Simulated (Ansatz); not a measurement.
# C2H4BrN: one species, many methods

The task here is to estimate one member of a computed series from the others.

The runs use Ansatz 0.2.0, Gaussian basis; functionals in def2-TZVPP, the program's frozen cores in correlated methods.

The runs, in order: LDA (SPW92), PBE-D4, revPBE-D4, BLYP-D4, r2SCAN-D4, B97M-V, PBE0-D4, B3LYP-D4, r2SCANh-D4, r2SCAN0-D4, HSE06-D4, BHLYP-D4, CAM-B3LYP-D4, LC-ωPBE, ωB97X-V, ωB97M-V, B2PLYP, PBE-QIDH; CCSD(T)/def2-SVP; CCSD(T)/def2-TZVPP; MP2/def2-QZVPP; extrapolation to the limit; RPA on PBE.

## Structure used throughout

The geometry comes from an earlier relaxation with PBE0-D4 in a triple-zeta def2 set; it is a stationary point, not always the lowest conformer.

SMILES `C/N=C/Br`, 8 atoms, charge 0, spin multiplicity 1.

Atoms are counted from 1 here; the program's logs count them from 0.

Bond lengths: C1–N2 1.443 Å, C1–H5 1.092 Å, C1–H6 1.092 Å, C1–H7 1.098 Å, N2–C3 1.242 Å, C3–Br4 1.895 Å, C3–H8 1.093 Å. Angles: N2–C1–H5 108.7°, N2–C1–H6 108.7°, N2–C1–H7 113.9°, H5–C1–H6 107.1°, H5–C1–H7 109.1°, H6–C1–H7 109.1°, C1–N2–C3 118.2°, N2–C3–Br4 121.6°, N2–C3–H8 126.9°, Br4–C3–H8 111.5°.

The first run:

Contents of in.yaml:

```yaml
crystal:
  periodic: [false, false, false]
  atoms:
    - {symbol: C, position_ang: [-0.431301, 0.892465, 0.480157]}
    - {symbol: N, position_ang: [-0.227432, -0.533852, 0.406963]}
    - {symbol: C, position_ang: [0.476261, -0.978669, -0.514099]}
    - {symbol: Br, position_ang: [0.807471, -2.834821, -0.701921]}
    - {symbol: H, position_ang: [-1.503577, 1.096028, 0.434551]}
    - {symbol: H, position_ang: [-0.078532, 1.247522, 1.451124]}
    - {symbol: H, position_ang: [0.075773, 1.455253, -0.314595]}
    - {symbol: H, position_ang: [0.973436, -0.401025, -1.297981]}
basis:
  gaussian: {orbitals: def2-TZVPP}
hamiltonian: {xc: lda}
output: {orbitals: {seedname: orbitals}}
```

Among the steps run: LDA; PBE-D4 (GGA); revPBE-D4 (GGA); BLYP-D4 (GGA); r2SCAN-D4 (meta-GGA); B97M-V (meta-GGA); PBE0-D4 (hybrid); B3LYP-D4 (hybrid); r2SCANh-D4 (hybrid); r2SCAN0-D4 (hybrid); HSE06-D4 (hybrid); BHLYP-D4 (hybrid); CAM-B3LYP-D4 (range-separated); LC-ωPBE (range-separated); ωB97X-V (range-separated); ωB97M-V (range-separated); B2PLYP (double hybrid); PBE-QIDH (double hybrid).

One table of the session follows, with a row left open; its other results are not shown here.

It belongs to the step «Orbital energies across the functionals». 

| functional | HOMO (eV) | gap (eV) |
| --- | --- | --- |
| LDA (SPW92) | -6.60 | 4.69 |
| PBE-D4 | -6.49 | 4.82 |
| revPBE-D4 | -6.44 | 4.86 |
| BLYP-D4 | -6.38 | 4.85 |
| r2SCAN-D4 | -6.82 | 5.33 |
| B97M-V | -6.98 | 5.61 |
| PBE0-D4 | -7.96 | 7.36 |
| B3LYP-D4 | -7.72 | 6.88 |
| r2SCANh-D4 | -7.36 | 6.28 |
| r2SCAN0-D4 | -8.15 | 7.65 |
| HSE06-D4 | -7.56 | 6.57 |
| BHLYP-D4 | -9.03 | 9.62 |
| CAM-B3LYP-D4 | -9.27 | 9.86 |
| LC-ωPBE | -10.64 | 12.43 |
| ωB97X-V | ? | ? |
| ωB97M-V | -10.14 | 11.77 |

**Question.** Estimate the row for ωB97X-V.

The run gave: HOMO (eV): -10.27; gap (eV): 11.98. In the column «HOMO (eV)» it lies between LC-ωPBE (-10.64) and ωB97M-V (-10.14).
